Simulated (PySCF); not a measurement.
# C₃H₅Cl₂NSi: spin-spin couplings

Aim: predict the spin-spin couplings of C₃H₅Cl₂NSi (`N#CC[Si@@H](Cl)CCl`).

Computed with PySCF 2.14.0, with density-fitted response routines of our own, on a single molecule in the gas phase. Atoms are numbered from 0 throughout.

**1. The starting structure**

12 atoms, charge 0, multiplicity 1; geometry from: GFN2-xTB.

Bonds of the start (Å): N0–C1 1.14, C1–C2 1.43, C2–Si3 1.92, Si3–Cl4 2.01, Si3–C5 1.91, C5–Cl6 1.79, C2–H7 1.09, C2–H8 1.09, Si3–H9 1.46, C5–H10 1.09, C5–H11 1.09.

**2. J couplings: B3LYP/pcJ-1**

The job: settings as JSON, then the geometry in Å.

```
{"job": {"kind": "j", "xc": "B3LYP", "basis": "pcJ-1"}, "charge": 0, "multiplicity": 1}
N      1.982227     2.079610    -0.613572
C      1.728707     1.020956    -0.263454
C      1.381588    -0.300597     0.161961
Si    -0.347112    -0.801405    -0.501164
Cl    -0.780923    -2.637740     0.184442
C     -1.602022     0.475394     0.176922
Cl    -1.478337     0.536530     1.963348
H      1.383838    -0.320148     1.254625
H      2.148473    -0.992852    -0.189681
H     -0.381473    -0.764826    -1.961801
H     -1.399661     1.481353    -0.182871
H     -2.634107     0.223039    -0.054782
```

With the program's defaults for keys left out, this is: B3LYP/pcJ-1 indirect spin-spin coupling, non-relativistic, gas phase.

Started as:

```console
$ OMP_NUM_THREADS=1 python probes_run.py task.json out
```

The driver reads the jobs from task.json and runs them one after another.

What will the session give for the following? largest coupling of the table (B3LYP/pcJ-1). Wanted: largest coupling of the table.

The runs gave:

| quantity | value |
| --- | --- |
| largest coupling of the table (B3LYP/pcJ-1) | 1J(Si,H) Si3–H9, -262.2 Hz |

What this shows: Of the pairs tabulated at B3LYP/pcJ-1, Si3–H9 couples most strongly (-262.2 Hz; Fermi contact -262.6 Hz). Couplings across rotatable bonds belong to this one conformer; where others are populated, the observed values are averages.
